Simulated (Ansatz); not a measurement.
# FH4NSi2: the cost of one run

All numbers below are computed with Ansatz 0.2.0 (RKS PBE0-D4/6-31G*).

### Step 1. The structure to begin with

Bond lengths: F1–Si2 1.602 Å, Si2–N3 1.606 Å, N3–Si4 1.727 Å, Si2–H5 1.444 Å, Si4–H6 1.463 Å, Si4–H7 1.470 Å, Si4–H8 1.470 Å. Angles: F1–Si2–N3 117.2°, F1–Si2–H5 101.3°, N3–Si2–H5 141.5°, Si2–N3–Si4 147.2°, N3–Si4–H6 106.0°, N3–Si4–H7 110.5°, N3–Si4–H8 110.6°, H6–Si4–H7 110.5°, H6–Si4–H8 110.5°, H7–Si4–H8 108.7°.

Coordinates:

```xyz
8

F    -2.2400   -1.4334    1.5145
Si   -0.7317   -0.9895    1.2051
N    -0.4937   -0.0272   -0.0581
Si    0.6413    0.8444   -1.0245
H    -0.0152   -1.6647    2.2621
H    -0.1378    1.4808   -2.0874
H     1.3348    1.8575   -0.2167
H     1.6424   -0.0678   -1.5950
```

### Step 2. End point A

input.yaml reads:

```yaml
crystal:
  periodic: [false, false, false]
  atoms:
    - { symbol: F, position_ang: [-2.24002, -1.43343, 1.51445] }
    - { symbol: Si, position_ang: [-0.73165, -0.98954, 1.20507] }
    - { symbol: "N", position_ang: [-0.49374, -0.02721, -0.05807] }
    - { symbol: Si, position_ang: [0.6413, 0.84444, -1.02448] }
    - { symbol: H, position_ang: [-0.01523, -1.66472, 2.26213] }
    - { symbol: H, position_ang: [-0.13782, 1.48076, -2.08736] }
    - { symbol: H, position_ang: [1.33478, 1.85752, -0.2167] }
    - { symbol: H, position_ang: [1.64238, -0.06782, -1.59504] }
basis:
  gaussian: { orbitals: "6-31G*" }
hamiltonian:
  xc: pbe0
  dispersion: d4
relax:
  f_tol: 0.015
  max_steps: 40
```

The run is started by

```bash
$ ansatz run input.yaml --threads 1 --pin off --max-ram 2048MiB --backend cpu --events-out ev --progress --plain --runs-dir out
```

**Question.** How long does this run take on 1 thread of Intel Xeon at 2.50GHz (Skylake/Cascade Lake), shared host, and how much memory does it need?

About 77 s, with a peak of 0.16 GiB.
